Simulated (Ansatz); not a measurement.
# ZnCu: how the settings move a single-point run

How sensitive is a single-point run of ZnCu to its settings? A reference run comes first, then two runs with altered input.

Computed with Ansatz 0.2.0 (reference: DFT, PBEsol, PAW with Ansatz's default frozen-core files, scalar-relativistic; levels and slopes on a fine mesh, independent-particle optical spectra, unless a step's input says otherwise).

## (1) The structure to begin with

Symmetry: Pm-3m, No. 221, cubic system. Conventional cell: a = 2.908 Å, b = 2.908 Å, c = 2.908 Å, α = 90.00°, β = 90.00°, γ = 90.00°. Zn (site symmetry m-3m) is surrounded by 8 Cu at 2.52 Å. Cu (site symmetry m-3m) is surrounded by 8 Zn at 2.52 Å.

Structure file:

```cif
data_structure
_symmetry_space_group_name_H-M 'P 1'
_symmetry_Int_Tables_number 1
_cell_length_a 2.9082
_cell_length_b 2.9082
_cell_length_c 2.9082
_cell_angle_alpha 90.000
_cell_angle_beta 90.000
_cell_angle_gamma 90.000
_cell_volume 24.60
loop_
_atom_site_label
_atom_site_type_symbol
_atom_site_fract_x
_atom_site_fract_y
_atom_site_fract_z
_atom_site_occupancy
Zn1 Zn 0.50000 0.50000 0.50000 1
Cu1 Cu 0.00000 0.00000 0.00000 1
```

## (2) Baseline

The input, input.yaml:

```yaml
crystal:
  lattice:
    - [2.90817032922, 0.0, 0.0]
    - [0.0, 2.90817032922, 0.0]
    - [0.0, 0.0, 2.90817032922]
  atoms:
    - { symbol: Zn, position: [0.5, 0.5, 0.5] }
    - { symbol: Cu, position: [0.0, 0.0, 0.0] }
kpoints:
  mp_grid: { grid: [14, 14, 14] }
scf:
  occupations: { method: fermi_dirac, width: 0.1 }
hamiltonian:
  xc: pbesol
  pseudopotentials: { kind: paw }
output:
  forces: true
  stress: true
  eigenvalues: true
  eigenstates:
    nscf_kmesh: { grid: [20, 20, 20] }
    de_dk: true
    e_range: [-14, 14]
  optics:
    e_range: [0, 30]
    de: 0.2
    sigma: 0.25
    bands: { spectra_wanted_up_to: 30 }
    nscf_kmesh: { grid: [20, 20, 20] }
    drude_damping: 0.2
checkpoint:
  write: ck
  write_wavefunctions: false
```

Launch:

```
$ ansatz run input.yaml --threads 1 --pin off --max-ram 3072MiB --backend cpu --events-out ev --progress --plain --runs-dir out
```

Excerpt of the output:

```text
[...]
Basis set: ecut = 420 eV, 461 PW (Γ), exchange–correlation on 40×40×40 points (8 copies of the dense FFT grid, shifted against one another)
[...]
k-points: 120 of 2744
[...]
SCF iter   1: F=—  HF=-9869.898349 eV  |F-HF|=—  |Δ(HF+E_count)|=         —  Δρ=1.38e-2  dr2=2.50e-2  ethr=1.77e-3  ⟨swp⟩=5.3  Hψ=10221  notcnv=0
preconditioner: auto → none  [metal: Δε(μ)=0.151 eV  Ē_g=12.977 eV  σ=0.100 eV  W_gap=0.33  n_scr=6 (ndim 8)  ℏωp=35.9 eV  f_vac=0.000  D(μ)=0.41/eV (n_scr^D=0)  sad-step TF]
SCF iter   2: F=—  HF=-9869.893393 eV  |F-HF|=—  |Δ(HF+E_count)|=   4.96e-3  Δρ=2.79e-3  dr2=1.23e-3  ethr=8.07e-5  ⟨swp⟩=2.1  Hψ=4549  notcnv=0  defer=16
[...]
SCF iter   7: F=—  HF=-9869.893041 eV  |F-HF|=—  |Δ(HF+E_count)|=   6.44e-9  Δρ=8.01e-7  dr2=8.67e-11  ethr=5.91e-12  ⟨swp⟩=2.1  Hψ=4249  notcnv=0  defer=16
SCF iter   8: F=-9869.893041 eV  HF=-9869.893041 eV  |F-HF|=1.82e-12  |Δ(HF+E_count)|=  5.82e-11  Δρ=3.11e-8  dr2=7.59e-14  ethr=1.00e-12  ⟨swp⟩=6.2  Hψ=11261  notcnv=0
[...]
SCF converged after 8 iterations
Free energy (F): -9869.893041 eV
[...]
E sigma→0 (E₀):  -9869.886049 eV
[...]
Fermi energy:    15.055012 eV
[...]
  P = ⅓ Tr σ = 0.0103 GPa (0.103 kbar)
[...]
```

Run time: 1.8 min. Hardware: 1 thread of Intel Xeon Platinum 8488C (Sapphire Rapids), shared host; peak memory 1.3 GiB.

## (3) Changed: mp_grid.grid [9, 9, 9]

input.yaml: that of step 2 with these lines changed.

```diff
@@ -9,3 +9,3 @@
 kpoints:
-  mp_grid: { grid: [14, 14, 14] }
+  mp_grid: { grid: [9, 9, 9] }
 scf:
```

Launch:

```
$ ansatz run input.yaml --threads 1 --pin off --max-ram 3072MiB --backend cpu --events-out ev --progress --plain --runs-dir out
```

The log of the run, shortened:

```text
[...]
Pseudopotentials: kind: paw
Pseudopotential: Zn, paw, valence charge 12, recommended cutoff 420 eV (normal), Zn.paw.azcp
Pseudopotential: Cu, paw, valence charge 19, recommended cutoff 420 eV (normal), Cu.paw.azcp
Functional definition: PBEsol
[...]
Crystal: 2 atoms, lattice volume = 24.596 Å³
Basis set: ecut = 420 eV, 461 PW (Γ), exchange–correlation on 40×40×40 points (8 copies of the dense FFT grid, shifted against one another)
Bands: 20, of which v1, the nominal top of the filled ones, is band 16 counted from 1 (15 counted from 0)
Symmetry: 48 space group operations
Space group: Pm-3m (ITA 221), of the structure as read, at distance tolerance 2.9e-5 Å
k-points: 35 of 729
[...]
SCF iter   1: F=—  HF=-9869.882448 eV  |F-HF|=—  |Δ(HF+E_count)|=         —  Δρ=1.40e-2  dr2=2.58e-2  ethr=1.77e-3  ⟨swp⟩=5.3  Hψ=2954  notcnv=0
[...]
SCF iter   8: F=-9869.877089 eV  HF=-9869.877089 eV  |F-HF|=3.64e-12  |Δ(HF+E_count)|=  9.28e-11  Δρ=4.16e-8  dr2=1.55e-13  ethr=1.00e-12  ⟨swp⟩=6.4  Hψ=3305  notcnv=0
[...]
NSCF: frozen V_eff on 286 k-points
[...]
NSCF: frozen V_eff on 286 k-points
[...]
SCF converged after 8 iterations
Free energy (F): -9869.877089 eV
[...]
E sigma→0 (E₀):  -9869.867368 eV
Entropy (-TS):   -0.019442 eV (-9.721 meV/atom)
Fermi energy:    15.072639 eV
[...]
--- Forces (eV/Å), atoms counted from 1 ---
  atom   1  Zn     0.00000000     0.00000000    -0.00000000
  atom   2  Cu    -0.00000000     0.00000000     0.00000000
[...]
--- Stress (GPa, compression-positive) ---
        0.299434       0.000000       0.000000
        0.000000       0.299434       0.000000
        0.000000       0.000000       0.299434
  P = ⅓ Tr σ = 0.2994 GPa (2.994 kbar)
--- Band table (eV; the first three rows and the last of 35) ---
  k-point 0: bands = ["-97.7243", "-55.2441", "-55.2441", "-55.2441", "4.3509", "7.1130", "7.1130", "7.8806", "7.8806", "7.8806", "11.3808", "11.3808", "12.2764", "12.2764", "12.2764", "21.3221", "21.3221", "21.3221", "26.5175", "26.5175"]
[...]
--- Fermi surface from the table of eigenstates, both spin states counted (twice the sheets' area in a run without spin) ---
  How far the three rows differ hints at the mesh's error and does not bound it.
  reading                E - E_F (eV)   area (Å⁻²)  resistivity times mean free path along x, y, z (Ω·m²), under one mean free path over the surface
  by tetrahedra               -0.0287       43.461  7.0342e-16  7.0342e-16  7.0342e-16
  by the states' slopes       -0.0285       41.795  7.3146e-16  7.3146e-16  7.3146e-16
  on every second point       -0.0324       42.701  7.1594e-16  7.1594e-16  7.1594e-16
```

It took 1.7 min on 1 thread of Intel Xeon Platinum 8488C (Sapphire Rapids), shared host; peak memory 1.3 GiB.

Changing the k-point mesh moves the energy by +8.0 meV/atom. The energy is not variational in the mesh, so the sign tells nothing. These settings are too coarse to quote as the system's properties.

## (4) Changed: eigensolver.kind davidson, scf.algorithm direct_min, preconditioner kerker_dos

input.yaml: that of step 2 with these lines changed.

```diff
@@ -12,2 +12,5 @@
   occupations: { method: fermi_dirac, width: 0.1 }
+  eigensolver: { kind: davidson }
+  algorithm: direct_min
+  mixing: { preconditioner: kerker_dos }
 hamiltonian:
```

Launch:

```
$ ansatz run input.yaml --threads 1 --pin off --max-ram 3072MiB --backend cpu --events-out ev --progress --plain --runs-dir out
```

The log of the run, shortened:

```text
[...]
[... 4 set-up lines as earlier in the session ...]
[...]
Crystal: 2 atoms, lattice volume = 24.596 Å³
Basis set: ecut = 420 eV, 461 PW (Γ), exchange–correlation on 40×40×40 points (8 copies of the dense FFT grid, shifted against one another)
Bands: 20, of which v1, the nominal top of the filled ones, is band 16 counted from 1 (15 counted from 0)
[... 2 set-up lines as earlier in the session ...]
k-points: 120 of 2744
[...]
SCF iter   1: F=—  HF=-9869.898818 eV  |F-HF|=—  |Δ(HF+E_count)|=         —  Δρ=1.39e-2  dr2=2.55e-2  ethr=1.77e-3  ⟨swp⟩=8.1  Hψ=10780  notcnv=0
[...]
        0.000000       0.010322       0.000000
       -0.000000       0.000000       0.010322
  P = ⅓ Tr σ = 0.0103 GPa (0.103 kbar)
--- Band table (eV; the first three rows and the last of 120) ---
  k-point 0: bands = ["-97.7227", "-55.2426", "-55.2426", "-55.2426", "4.3505", "7.1106", "7.1106", "7.8781", "7.8781", "7.8781", "11.3815", "11.3815", "12.2777", "12.2777", "12.2777", "21.3218", "21.3218", "21.3218", "26.5170", "26.5170"]
[...]
--- Fermi surface from the table of eigenstates, both spin states counted (twice the sheets' area in a run without spin) ---
  How far the three rows differ hints at the mesh's error and does not bound it.
  reading                E - E_F (eV)   area (Å⁻²)  resistivity times mean free path along x, y, z (Ω·m²), under one mean free path over the surface
  by tetrahedra               -0.0111       43.460  7.0343e-16  7.0343e-16  7.0343e-16
  by the states' slopes       -0.0108       41.794  7.3147e-16  7.3147e-16  7.3147e-16
  on every second point       -0.0148       42.700  7.1595e-16  7.1595e-16  7.1595e-16
```

Run time: 2 min. Hardware: 1 thread of Intel Xeon Platinum 8488C (Sapphire Rapids), shared host; peak memory 1.3 GiB.

Same state: the changed solver and mixing leaves the energy within 0.5 meV/atom.

## (5) All runs together

| run | ending | energy change | pressure (GPa) | gap (eV) | force (eV/Å) | cycles | time |
| --- | --- | --- | --- | --- | --- | --- | --- |
| reference | converged | 0 | 0.0 | 0.00 | 0.00 | - | 1.8 min |
| 1: mp_grid.grid [9, 9, 9] | converged | +8.0 meV/atom | 0.3 | 0.00 | 0.00 | 8 | 1.7 min |
| 2: eigensolver.kind davidson, scf.algorithm direct_min, preconditioner kerker_dos | converged | 0.0 meV/atom | 0.0 | 0.00 | 0.00 | 7 | 2 min |

Residual by cycle in the longest SCF loop of each run; runs are numbered as in the table. The quantity is the density residual dr2, in eV.

| cycle | reference | run 1 | run 2 |
| --- | --- | --- | --- |
| 1 | 0.025 | 0.0258 | 0.0255 |
| 2 | 0.00123 | 0.00132 | 0.0161 |
| 3 | 1.3e-4 | 1.4e-4 | 0.00138 |
| 4 | 4.6e-6 | 6.0e-6 | 2.0e-7 |
| 5 | 2.2e-7 | 2.9e-7 | 9.8e-9 |
| 6 | 1.8e-9 | 2.1e-9 | 4.8e-11 |
| 7 | 8.7e-11 | 1.3e-10 | 1.0e-12 |
| 8 | 7.6e-14 | 1.5e-13 | - |

What this shows: Of the converged runs whose energies compare with the reference's, «mp_grid.grid [9, 9, 9]» moves the energy most (+8.0 meV/atom) and «eigensolver.kind davidson, scf.algorithm direct_min, preconditioner kerker_dos» least (0.0 meV/atom).
